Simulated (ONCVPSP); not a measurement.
# An ONCV potential for silicon, from input to tests

Task: generate the file, and judge it by its errors in other configurations, its logarithmic derivatives, its ghosts and its cutoff.

Program: ONCVPSP 4.0.1.1 (patched build). Reference atom: LDA (Perdew-Wang 92), scalar-relativistic, spherical and spin-unpolarised. All values are calculated.

**1. Starting point**

The settings as typed:

```
element                 : silicon (Si, Z = 14)
type                    : optimised norm-conserving Vanderbilt (ONCV)
frozen core             : [Ne]
valence charge          : 4
reference configuration : 3s2 3p2
partial waves           : 3s: rc 1.45 bohr, ncon 4, nbas 8, qcut 5.4 1/bohr, 2 projectors, debl 3.9 Ha; 3p: rc 1.45 bohr, ncon 4, nbas 9, qcut 5.8 1/bohr, 1 projector; d scattering state at 0.39 Ha: rc 1.35 bohr, ncon 4, nbas 8, qcut 6.8 1/bohr, 2 projectors, debl 1.5 Ha
local potential         : polynomial inside 1.10 bohr (lpopt 5, dvloc0 4 Ha)
core correction         : not asked for
```

An earlier all-electron run gives the scale for the radii.

All-electron outer shells of the reference configuration (LDA (PZ), scalar-relativistic, ld1.x):

```json
{"shell": "2s", "level (eV)": "-138.73", "outermost node (bohr)": "0.15", "outermost maximum (bohr)": "0.45"}
{"shell": "2p", "level (eV)": "-95.60", "outermost node (bohr)": "–", "outermost maximum (bohr)": "0.39"}
{"shell": "3s", "level (eV)": "-10.88", "outermost node (bohr)": "0.72", "outermost maximum (bohr)": "1.77"}
{"shell": "3p", "level (eV)": "-4.17", "outermost node (bohr)": "0.72", "outermost maximum (bohr)": "2.14"}
```

**2. Generation**

Contents of Si.dat:

```
# ATOM AND REFERENCE CONFIGURATION
# atsym  z   nc   nv     iexc    psfile
  Si 14.00    3    2  -001012      upf
#
#   n    l    f
    1    0    2.00
    2    0    2.00
    2    1    6.00
    3    0    2.00
    3    1    2.00
#
# PSEUDOPOTENTIAL AND OPTIMIZATION
# lmax
    2
#
#   l,   rc,      ep,       ncon, nbas, qcut
    0    1.45    0.00    4    8    5.40
    1    1.45    0.00    4    9    5.80
    2    1.35    0.39    4    8    6.80
#
# LOCAL POTENTIAL
# lloc, lpopt,  rc(5),   dvloc0
    4    5    1.10    4.00
#
# VANDERBILT-KLEINMAN-BYLANDER PROJECTORs
# l, nproj, debl
    0    2    3.90
    1    1    2.80
    2    2    1.50
#
# MODEL CORE CHARGE
# icmod, fcfact, rcfact
    0    0.00    0.00
#
# LOG DERIVATIVE ANALYSIS
# epsh1, epsh2, depsh
   -2.00    5.00    0.02
#
# OUTPUT GRID
# rlmax, drl
    6.00    0.01
#
# TEST CONFIGURATIONS
# ncnf
    4
# nvcnf
#   n    l    f
    2
    3    0    2.00
    3    1    1.00
#
    2
    3    0    2.00
    3    1    0.00
#
    2
    3    0    1.00
    3    1    0.00
#
    2
    3    0    1.00
    3    1    3.00
#
```

The run is started by

```console
$ oncvpsp.x < Si.dat > Si.out
```

Q: Predict the outcome of this session. Wanted: cutoffs for 1 and 0.1 mHa per electron, occupied waves; bound ghosts; GHOST(+) flags; largest test error; largest phase difference near zero energy, channels read.

As calculated:

| quantity | value |
| --- | --- |
| cutoffs for 1 and 0.1 mHa per electron, occupied waves | 10 Ha and 82 Ha |
| bound ghosts | s at -75.09 eV |
| GHOST(+) flags | none at low energy |
| largest test error (AE − PS) | +207 meV, for 3s1 3p0 |
| largest phase difference near zero energy, channels read | 0.021 rad |

It has a bound ghost (s), a state that the atom doesn't have, and that rules the file out. The worst unpolarised test, 3s1 3p0, is off by 207 meV on 58.1 eV; by total energies transferability rates as poor. That test lies far up in energy; among those under 40 eV, nearer to bonding, the largest error is 26 meV. It counts as soft on the atom at that tolerance, with 10 Ha needed at the looser tolerance. The tighter tolerance needs 82 Ha, and converged work needs a cutoff nearer that. At the looser tolerance the 3p wave is the slowest; 3s needs 8 Ha. That counts occupied waves only; other projectors can need more. Near zero energy the phases of the channels with partial waves agree within 0.021 rad. These are tests on the free atom; a crystal test is still owed.
